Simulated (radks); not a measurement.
**Ionisation of As⁺: one atom, several choices of relativity**

The task here is to estimate one member of a computed series from the others.

Method: Kohn-Sham, BLYP, spin-unpolarised, spherical densities. Code: radks (a radial shooting solver on a logarithmic mesh, Libxc functionals) version 1.

## What is computed

```
element       : arsenic (Z = 33)
charge        : +1
electrons     : 32
configuration : [Ar] 3d10 4s2 4p2
ion           : As²⁺, [Ar] 3d10 4s2 4p1
choices       : non-relativistic; scalar-relativistic; Dirac, 2j+1 shares; Dirac, low j first; scalar-relativistic, finite nucleus; Dirac, 2j+1 shares, finite nucleus; Dirac, c × 3; Dirac, c × 5; Dirac, c × 0.75
```

The first run:

Input:

```text
Z 33
configuration [Ar] 3d10 4s2 4p2
relativity non-relativistic
functional b88,lyp
spin unpolarised
nucleus point
```

Steps of the session up to this table: non-relativistic: As⁺.

One of the session's tables, all rows but one given; the rest of the session is left out.

It belongs to the step «non-relativistic: As⁺». Sizes of the orbitals, from the radial functions (bohr):

| level | <r> | outermost maximum (interpolated) | 90 % within | nodes |
| --- | --- | --- | --- | --- |
| 1s | 0.04638 | 0.0306 | 0.0826 | 0 |
| 2s | 0.2067 | 0.174 | 0.319 | 1 |
| 2p | ? | ? | ? | ? |
| 3s | 0.6094 | 0.531 | 0.910 | 2 |
| 3p | 0.6219 | 0.525 | 0.954 | 1 |
| 3d | 0.6746 | 0.475 | 1.13 | 0 |
| 4s | 1.901 | 1.61 | 2.83 | 3 |
| 4p | 2.326 | 1.90 | 3.55 | 2 |

**Question.** Estimate the row for 2p.

**Answer.** <r>: 0.1788; outermost maximum (interpolated): 0.138; 90 % within: 0.291; nodes: 0. In the column «<r>» it lies between 1s (0.04638) and 2s (0.2067).

To keep in mind: Spin polarisation and multiplet splitting of open shells are left out at every level.
